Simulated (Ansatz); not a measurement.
# ClH4N2OTa: one species, many methods

An exercise on one series of results from a longer session: the logs are not shown, and one member is left open.

Computed with Ansatz 0.2.0, Gaussian basis. Level: functionals in def2-TZVPP, the program's frozen cores in correlated methods.

Plan: LDA (SPW92), PBE-D4, revPBE-D4, BLYP-D4, r2SCAN-D4, B97M-V, PBE0-D4, B3LYP-D4, r2SCANh-D4, r2SCAN0-D4, HSE06-D4, BHLYP-D4, CAM-B3LYP-D4, LC-ωPBE, ωB97X-V, ωB97M-V, B2PLYP, PBE-QIDH; CCSD(T)/def2-SVP; CCSD(T)/def2-TZVPP; MP2/def2-QZVPP; extrapolation to the limit; RPA on PBE.

### Structure used throughout

The geometry comes from an earlier relaxation with PBE0-D4 in a triple-zeta def2 set; it is a stationary point, not always the lowest conformer. Ta takes the def2 core potential; no spin-orbit term is included.

9 atoms, charge 0, spin multiplicity 1.

Atoms are counted from 1 here; the program's logs count them from 0.

Bond lengths: N1–Ta2 1.761 Å, N1–H6 1.006 Å, Ta2–N3 1.970 Å, Ta2–O4 1.905 Å, Ta2–Cl5 2.332 Å, N3–H7 1.007 Å, N3–H8 1.011 Å, O4–H9 0.956 Å. Angles: Ta2–N1–H6 174.6°, N1–Ta2–N3 104.0°, N1–Ta2–O4 111.4°, N1–Ta2–Cl5 111.1°, N3–Ta2–O4 109.7°, N3–Ta2–Cl5 111.0°, O4–Ta2–Cl5 109.6°, Ta2–N3–H7 126.0°, Ta2–N3–H8 123.3°, H7–N3–H8 110.5°, Ta2–O4–H9 132.3°.

The first run:

File in.yaml:

```yaml
crystal:
  periodic: [false, false, false]
  atoms:
    - {symbol: N, position_ang: [-0.280795, 1.564121, -0.628767]}
    - {symbol: Ta, position_ang: [-0.057629, -0.172486, -0.440416]}
    - {symbol: N, position_ang: [1.210336, -0.330416, 1.059091]}
    - {symbol: O, position_ang: [-1.692974, -1.038640, 0.009692]}
    - {symbol: Cl, position_ang: [0.821265, -1.121967, -2.380458]}
    - {symbol: H, position_ang: [-0.443386, 2.537653, -0.822431]}
    - {symbol: H, position_ang: [1.657555, 0.433578, 1.539818]}
    - {symbol: H, position_ang: [1.452005, -1.211789, 1.491375]}
    - {symbol: H, position_ang: [-2.577975, -0.706355, 0.154895]}
basis:
  gaussian: {orbitals: def2-TZVPP}
hamiltonian: {xc: lda}
output: {orbitals: {seedname: orbitals}}
```

Started as:

```sh
ansatz run in.yaml --threads 4 --pin off --events-out ev --progress --plain --max-ram 10444MiB
```

Steps of the session up to this table: LDA; PBE-D4 (GGA); revPBE-D4 (GGA); BLYP-D4 (GGA); r2SCAN-D4 (meta-GGA); B97M-V (meta-GGA); PBE0-D4 (hybrid); B3LYP-D4 (hybrid); r2SCANh-D4 (hybrid); r2SCAN0-D4 (hybrid); HSE06-D4 (hybrid); BHLYP-D4 (hybrid); CAM-B3LYP-D4 (range-separated); LC-ωPBE (range-separated); ωB97X-V (range-separated); ωB97M-V (range-separated); B2PLYP (double hybrid); PBE-QIDH (double hybrid).

One of the session's tables, all rows but one given; the rest of the session is left out.

It belongs to the step «Orbital energies across the functionals». 

| functional | HOMO (eV) | gap (eV) |
| --- | --- | --- |
| LDA (SPW92) | ? | ? |
| PBE-D4 | -6.45 | 5.00 |
| revPBE-D4 | -6.38 | 5.03 |
| BLYP-D4 | -6.29 | 4.96 |
| r2SCAN-D4 | -6.74 | 5.46 |
| B97M-V | -6.75 | 5.52 |
| PBE0-D4 | -7.79 | 7.19 |
| B3LYP-D4 | -7.53 | 6.70 |
| r2SCANh-D4 | -7.24 | 6.27 |
| r2SCAN0-D4 | -8.00 | 7.50 |
| HSE06-D4 | -7.39 | 6.41 |
| BHLYP-D4 | -8.98 | 9.35 |
| CAM-B3LYP-D4 | -9.15 | 9.64 |
| LC-ωPBE | -10.55 | 12.21 |
| ωB97X-V | -10.17 | 11.73 |
| ωB97M-V | -10.06 | 11.30 |

Q: Estimate the row for LDA (SPW92) from the others.

The run gave: HOMO (eV): -6.64; gap (eV): 4.95. In the column «HOMO (eV)» it lies between r2SCAN-D4 (-6.74) and PBE-D4 (-6.45).
